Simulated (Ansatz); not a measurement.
# AlFGeH₄: one species, many methods

One table from this session's results is given with a row withheld; the runs are named, their logs left out.

Computed with Ansatz 0.2.0, Gaussian basis. Level: functionals in def2-TZVPP, the program's frozen cores in correlated methods.

The runs, in order: LDA (SPW92), PBE-D4, revPBE-D4, BLYP-D4, r2SCAN-D4, B97M-V, PBE0-D4, B3LYP-D4, r2SCANh-D4, r2SCAN0-D4, HSE06-D4, BHLYP-D4, CAM-B3LYP-D4, LC-ωPBE, ωB97X-V, ωB97M-V, B2PLYP, PBE-QIDH; CCSD(T)/def2-SVP; CCSD(T)/def2-TZVPP; MP2/def2-QZVPP; extrapolation to the limit; RPA on PBE.

**Structure used throughout**

An earlier PBE0-D4 in a triple-zeta def2 set relaxation fixed the geometry.

7 atoms, charge 0, spin multiplicity 1.

Atoms are counted from 1 here; the program's logs count them from 0.

Bond lengths: F1–Ge2 1.758 Å, Ge2–Al3 2.493 Å, Ge2–H4 1.546 Å, Ge2–H5 1.546 Å, Al3–H6 1.587 Å, Al3–H7 1.583 Å. Angles: F1–Ge2–Al3 108.2°, F1–Ge2–H4 104.5°, F1–Ge2–H5 104.5°, Al3–Ge2–H4 115.6°, Al3–Ge2–H5 115.7°, H4–Ge2–H5 107.3°, Ge2–Al3–H6 118.2°, Ge2–Al3–H7 120.5°, H6–Al3–H7 121.3°.

The first run:

File in.yaml:

```yaml
crystal:
  periodic: [false, false, false]
  atoms:
    - {symbol: F, position_ang: [-2.229174, 0.085229, 0.223533]}
    - {symbol: Ge, position_ang: [-0.744055, -0.302557, -0.633193]}
    - {symbol: Al, position_ang: [1.179826, 0.371083, 0.802720]}
    - {symbol: H, position_ang: [-0.856087, -1.814147, -0.935461]}
    - {symbol: H, position_ang: [-0.868363, 0.445699, -1.979881]}
    - {symbol: H, position_ang: [2.647673, 0.124503, 0.252787]}
    - {symbol: H, position_ang: [0.931479, 1.022090, 2.223794]}
basis:
  gaussian: {orbitals: def2-TZVPP}
hamiltonian: {xc: lda}
output: {orbitals: {seedname: orbitals}}
```

Steps of the session up to this table: LDA; PBE-D4 (GGA); revPBE-D4 (GGA); BLYP-D4 (GGA); r2SCAN-D4 (meta-GGA); B97M-V (meta-GGA); PBE0-D4 (hybrid); B3LYP-D4 (hybrid); r2SCANh-D4 (hybrid); r2SCAN0-D4 (hybrid); HSE06-D4 (hybrid); BHLYP-D4 (hybrid); CAM-B3LYP-D4 (range-separated); LC-ωPBE (range-separated); ωB97X-V (range-separated); ωB97M-V (range-separated); B2PLYP (double hybrid); PBE-QIDH (double hybrid).

One of the session's tables, all rows but one given; the rest of the session is left out.

It belongs to the step «Frontier levels by functional». 

| functional | HOMO (eV) | LUMO (eV) | gap (eV) |
| --- | --- | --- | --- |
| LDA (SPW92) | -6.73 | -3.33 | 3.40 |
| PBE-D4 | -6.64 | -3.11 | 3.53 |
| revPBE-D4 | -6.60 | -3.01 | 3.59 |
| BLYP-D4 | -6.52 | -3.00 | 3.52 |
| r2SCAN-D4 | -6.92 | -2.85 | 4.07 |
| B97M-V | -7.03 | -3.07 | 3.96 |
| PBE0-D4 | -7.80 | -2.37 | 5.43 |
| B3LYP-D4 | -7.61 | -2.57 | 5.04 |
| r2SCANh-D4 | -7.35 | -2.60 | 4.75 |
| r2SCAN0-D4 | ? | ? | ? |
| HSE06-D4 | -7.41 | -2.73 | 4.67 |
| BHLYP-D4 | -8.85 | -1.60 | 7.25 |
| CAM-B3LYP-D4 | -9.07 | -1.42 | 7.65 |
| LC-ωPBE | -10.35 | -0.33 | 10.01 |
| ωB97X-V | -10.04 | -0.45 | 9.58 |
| ωB97M-V | -9.82 | -0.73 | 9.09 |

Q: Estimate the row for r2SCAN0-D4 from the others.

Worked estimate for «HOMO (eV)». Against the share of exact exchange, r2SCAN-D4 (0, -6.92), r2SCANh-D4 (0.1, -7.35) give a slope of -4.30 per unit share; at 0.25 the line stands at -7.99.

**Answer.** HOMO (eV): -7.98; LUMO (eV): -2.22; gap (eV): 5.76. In «HOMO (eV)» the line misses by -0.01.
